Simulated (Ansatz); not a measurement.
A nudged elastic band was laid between two geometries of a periodic cell of 63 atoms, Si (host Si, host structure diamond, one Si atom removed), cell charge +1.

These are results of Ansatz 0.2.0, DFT LDA, scalar-relativistic, plane waves, PAW, not measurements. Settings: PAW set soft_1, cutoff 420 eV, k mesh 1x1x1, gaussian smearing 0.02 eV, spin collinear.

- movable images: 3
- climbing image: yes
- spring: 5.0 eV/Å²
- optimiser: quadratic models (default)
- start path: default
- force threshold: 0.05 eV/Å
- iteration limit: 8
- end points: relaxed

Initial state:

```xyz
63
Lattice="10.8600 0.0000 0.0000 0.0000 10.8600 0.0000 0.0000 0.0000 10.8600" Properties=species:S:1:pos:R:3
Si 5.427 -0.016 0.000
Si 6.777 1.364 1.336
Si 8.157 2.715 0.000
Si 9.505 4.072 1.366
Si 8.137 0.005 2.701
Si 9.514 1.348 4.083
Si 0.000 -0.015 -0.003
Si 1.358 1.348 1.355
Si 2.704 2.728 0.015
Si 4.097 4.045 1.360
Si 5.414 5.437 0.015
Si 6.793 6.784 1.355
Si 8.156 8.142 -0.002
Si 9.506 9.495 1.355
Si 2.715 -0.006 2.713
Si 4.077 1.332 4.074
Si 5.422 2.720 2.748
Si 6.810 4.064 4.074
Si 8.147 5.426 2.713
Si 9.505 6.773 4.067
Si 5.432 -0.021 5.429
Si 6.788 1.353 6.785
Si 8.162 2.709 5.430
Si 9.514 4.056 6.792
Si 8.144 -0.002 8.141
Si 9.506 1.342 9.504
Si 0.001 5.408 -0.002
Si 1.329 6.813 1.324
Si 2.734 8.141 -0.002
Si 4.069 9.497 1.366
Si 0.018 2.727 2.702
Si 1.361 4.043 4.095
Si 4.097 6.779 4.094
Si 5.414 8.124 2.702
Si 6.794 9.488 4.083
Si 0.003 -0.017 5.424
Si 1.339 1.364 6.774
Si 2.751 2.720 5.420
Si 4.077 4.065 6.807
Si 5.422 5.391 5.419
Si 6.777 6.802 6.774
Si 8.158 8.139 5.424
Si 9.506 9.495 6.796
Si 2.703 0.005 8.134
Si 4.086 1.348 9.511
Si 5.432 2.709 8.159
Si 6.794 4.056 9.511
Si 8.137 5.439 8.134
Si 9.506 6.784 9.503
Si 0.002 8.140 2.731
Si 1.369 9.496 4.066
Si 0.017 5.437 5.412
Si 1.358 6.784 6.791
Si 2.705 8.124 5.411
Si 4.086 9.487 6.791
Si 0.003 2.714 8.155
Si 1.369 4.072 9.502
Si 2.716 5.426 8.145
Si 4.069 6.773 9.502
Si 5.428 8.139 8.155
Si 6.800 9.496 9.503
Si 0.001 8.142 8.153
Si 1.358 9.496 9.503
```

Final state:

Only the atoms that move by more than 0.05 Å are listed.
```
Si9 2.712 2.688 -0.027
Si10 2.700 5.445 2.730
Si11 5.457 5.433 -0.027
Si16 4.058 1.378 4.059
Si17 5.457 2.688 2.718
Si18 6.767 4.087 4.059
```

Question: What changes between the two ends?

Answer: Contacts lost: Si9–Si10, Si10–Si11, Si10–Si17. Contacts made: Si10–Si28, Si10–Si32, Si10–Si33. The atom that moves furthest is Si10, by 2.41 Å; four of its nearest neighbours are Si17 2.33, Si9 2.34, Si11 2.34, Si2 3.79 Å at the first end and Si28 2.35, Si32 2.35, Si33 2.35, Si50 3.82 Å at the last.

Question: Give the energies along the band, and the barrier.

Answer: The run converged. The highest image is number 2 of 0 to 4, 0.48 eV above the ends, which have the same energy within 2 meV. The order of the stationary point at the top wasn't checked. Limits of this set-up: coarse k mesh, PAW files made for another functional, charged cell in a uniform background, uncorrected.

```json
{"image": "0", "path coordinate (Å)": "0.00", "energy (eV)": "0.00", "Si9–Si10 (Å)": "2.34", "Si10–Si11 (Å)": "2.34", "Si10–Si17 (Å)": "2.33"}
{"image": "1", "path coordinate (Å)": "0.70", "energy (eV)": "0.20", "Si9–Si10 (Å)": "2.46", "Si10–Si11 (Å)": "2.46", "Si10–Si17 (Å)": "2.42"}
{"image": "2", "path coordinate (Å)": "1.39", "energy (eV)": "0.48", "Si9–Si10 (Å)": "2.75", "Si10–Si11 (Å)": "2.75", "Si10–Si17 (Å)": "2.73"}
{"image": "3", "path coordinate (Å)": "2.11", "energy (eV)": "0.19", "Si9–Si10 (Å)": "3.31", "Si10–Si11 (Å)": "3.32", "Si10–Si17 (Å)": "3.37"}
{"image": "4", "path coordinate (Å)": "2.83", "energy (eV)": "0.00", "Si9–Si10 (Å)": "3.90", "Si10–Si11 (Å)": "3.90", "Si10–Si17 (Å)": "3.90"}
```

Question: What is the geometry of the highest image?

Answer: 
```xyz
63
Lattice="10.8600 0.0000 0.0000 0.0000 10.8600 0.0000 0.0000 0.0000 10.8600" Properties=species:S:1:pos:R:3
Si 5.409 0.036 0.023
Si 6.690 1.453 1.393
Si 8.107 2.735 0.023
Si 9.504 4.070 1.360
Si 8.121 0.023 2.707
Si 9.504 1.341 4.091
Si -0.012 -0.003 -0.019
Si 1.351 1.356 1.361
Si 2.689 2.869 0.152
Si 3.399 4.744 2.041
Si 5.274 5.454 0.152
Si 6.787 6.793 1.361
Si 8.147 8.155 -0.019
Si 9.526 9.477 1.365
Si 2.718 -0.003 2.713
Si 4.074 1.349 4.085
Si 5.263 2.880 2.749
Si 6.795 4.069 4.085
Si 8.146 5.426 2.713
Si 9.543 6.762 4.050
Si 5.449 -0.008 5.440
Si 6.776 1.367 6.817
Si 8.151 2.694 5.440
Si 9.528 4.065 6.775
Si 8.143 0.000 8.143
Si 9.468 1.366 9.519
Si -0.003 5.426 -0.011
Si 1.522 6.621 1.326
Si 2.717 8.147 -0.011
Si 4.073 9.499 1.360
Si 0.004 2.703 2.712
Si 1.519 4.040 3.918
Si 4.103 6.624 3.918
Si 5.440 8.140 2.712
Si 6.803 9.499 4.091
Si 0.013 -0.039 5.413
Si 1.337 1.346 6.783
Si 2.723 2.703 5.429
Si 4.075 4.068 6.793
Si 5.440 5.420 5.429
Si 6.797 6.806 6.783
Si 8.182 8.130 5.413
Si 9.507 9.496 6.791
Si 2.711 0.020 8.157
Si 4.041 1.442 9.593
Si 5.414 2.729 8.184
Si 6.701 4.103 9.593
Si 8.124 5.432 8.157
Si 9.500 6.801 9.493
Si 0.096 8.047 2.680
Si 1.382 9.460 4.050
Si 0.091 5.393 5.338
Si 1.377 6.766 6.747
Si 2.750 8.052 5.337
Si 4.078 9.475 6.775
Si -0.007 2.691 8.150
Si 1.352 4.076 9.505
Si 2.715 5.428 8.139
Si 4.067 6.791 9.505
Si 5.452 8.150 8.150
Si 6.777 9.535 9.519
Si 0.015 8.129 8.115
Si 1.342 9.503 9.493
```

Time of the run: 5.4 min on 4 threads of Arm Neoverse V2, on a shared host, peak memory 3.9 GiB.
